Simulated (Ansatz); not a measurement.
# Sn3Se: the cost of one run

Computed with Ansatz 0.2.0 (DFT PBE, scalar-relativistic, plane waves, PAW, unless a step's input says otherwise).

## 1. Starting point

The structure is cubic, space group Pm-3m (No. 221). The conventional cell has a = 4.753 Å, b = 4.753 Å, c = 4.753 Å, α = 90.00°, β = 90.00°, γ = 90.00°. Around Sn (site symmetry 4/mmm) lie 8 Sn at 3.36 Å and 4 Se at 3.36 Å. Around Se (site symmetry m-3m) lie 12 Sn at 3.36 Å.

Structure file:

```xyz
4
Lattice="4.7527 0.0000 0.0000 0.0000 4.7527 0.0000 0.0000 0.0000 4.7527" Properties=species:S:1:pos:R:3 pbc="T T T"
Sn    0.0000    2.3764    2.3764
Sn    2.3764    0.0000    2.3764
Sn    2.3764    2.3764    0.0000
Se    0.0000    0.0000    0.0000
```

It goes back to an entry of the Materials Project, which need not be the stable form.

It is the result of an earlier relaxation at this level (volume 26.84 Å³/atom; gap on the mesh: none (metal)).

## 2. The reference: the undisturbed cell on the scan's mesh

File input.yaml:

```yaml
crystal:
  lattice:
    - [4.7527271798, 0.0, 0.0]
    - [0.0, 4.7527271798, 0.0]
    - [0.0, 0.0, 4.7527271798]
  atoms:
    - { symbol: Sn, position: [0.0, 0.5, 0.5] }
    - { symbol: Sn, position: [0.5, 0.0, 0.5] }
    - { symbol: Sn, position: [0.5, 0.5, 0.0] }
    - { symbol: Se, position: [0.0, 0.0, 0.0] }
basis:
  ecutwfc: 420
kpoints:
  mp_grid: { grid: [12, 12, 12] }
hamiltonian:
  xc: pbe
scf:
  occupations: { method: gaussian, width: 0.15 }
output:
  forces: true
  stress: true
  eigenvalues: true
```

On the command line:

```console
$ ansatz run input.yaml --threads 1 --pin off --max-ram 2560MiB --backend cpu --events-out ev --progress --plain --runs-dir out
```

Q: Estimate wall time and peak memory on 1 thread of Intel Xeon Platinum 8259CL at 2.50GHz (Skylake/Cascade Lake), shared host.

About 17 s, with a peak of 0.57 GiB.
